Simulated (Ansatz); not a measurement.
Consider a comparison of magnetic orders of EuMg, space group Pm-3m (Ansatz's Python interface).

Script `orders_eumg.py`:
```python
# -*- coding: utf-8 -*-
"""Magnetic orders of EuMg compared."""

import warnings

import ansatz as az
import numpy as np


def count_gap(report):
    # lowest empty less highest filled band, counting bands; zero where they overlap
    return max(report.get("gap_by_band_count_ev") or 0.0, 0.0)

CELL = [
    (8.08267, 0.0, 0.0),
    (0.0, 4.04133, 0.0),
    (0.0, 0.0, 4.04133),
]
ATOMS = [
    ("Eu", (0.25, 0.5, 0.5)),
    ("Mg", (0.0, 0.0, 0.0)),
    ("Eu", (0.75, 0.5, 0.5)),
    ("Mg", (0.5, 0.0, 0.0)),
]


def with_moments(moments):
    crystal = az.Crystal(lattice=az.Lattice.of(CELL))
    for (symbol, position), moment in zip(ATOMS, moments):
        crystal = crystal.atom(symbol, position, moment=moment or None)
    return crystal

warnings.simplefilter("ignore", az.DeckWarning)

# starting moments in muB, one an atom
orders = {
    "FM": [5.6, 0, 5.6, 0],
    "AFM": [5.6, 0, -5.6, 0],
}

rows = []
for label, moments in orders.items():
    model = (
        with_moments(moments).calculation()
        .functional("LDA")
        .occupations(az.OccupationsMethod.FERMI_DIRAC, width=0.15)
        .kpoints(4, 8, 8)
        .spin("collinear")
        .band_table()
    )
    data = model.run(threads=1, pin="off").report
    rows.append((label, data["free_energy_ev"], data["magnetization_mub"], data["absolute_magnetization_mub"], max(abs(m) for m in data["site_moments_mub"]), count_gap(data)))
    print(label, "site moments:", [round(m, 2) for m in data["site_moments_mub"]])

lowest = min(row[1] for row in rows)
rows = [(row[0], 1000 * (row[1] - lowest) / 2, *row[2:]) for row in sorted(rows, key=lambda row: row[1])]
print("         order  meV/magnetic atom         net muB    absolute muB  largest site muB  gap by band count eV")
for row in rows:
    print(f"{str(row[0]):>14s}  {row[1]:17.2f}  {row[2]:14.3f}  {row[3]:14.3f}  {row[4]:16.3f}  {row[5]:20.3f}")
print("lowest of these starts:", rows[0][0])
```

Which magnetic state ends lowest, and by how much?

In order of energy: ferromagnetic (+0.0 meV an atom, largest site moment 6.87 μB) and antiferro- or ferrimagnetic (+1.9 meV an atom, largest site moment 6.85 μB). These are the states reached from the starts typed.

What the script printed:

```console
$ python orders_eumg.py
FM site moments: [6.87, 0.06, 6.87, 0.06]
AFM site moments: [6.85, -0.0, -6.85, 0.0]
         order  meV/magnetic atom         net muB    absolute muB  largest site muB  gap by band count eV
            FM               0.00          14.418          14.418             6.869                 0.000
           AFM               3.88           0.000          14.230             6.850                 0.000
lowest of these starts: FM
```

Open f shells: without a Hubbard U, without spin-orbit coupling; the state reached hangs on the start and needn't be the lowest. A Fermi-Dirac width this large means warm electrons, whose thermal share enters the free energy. A gap by band count of zero or less means overlapping bands, a metal. This cell is a computed structure, which may not be the phase found in nature. Levels are Kohn-Sham eigenvalues on this mesh, without spin-orbit coupling. Each row is the state reached from that start at the given structure, not necessarily the lowest of its order; other orders weren't tried. Hardware and time: 100 s on 1 thread of Arm Neoverse V1, with other jobs on the host, peak memory 0.69 GiB.
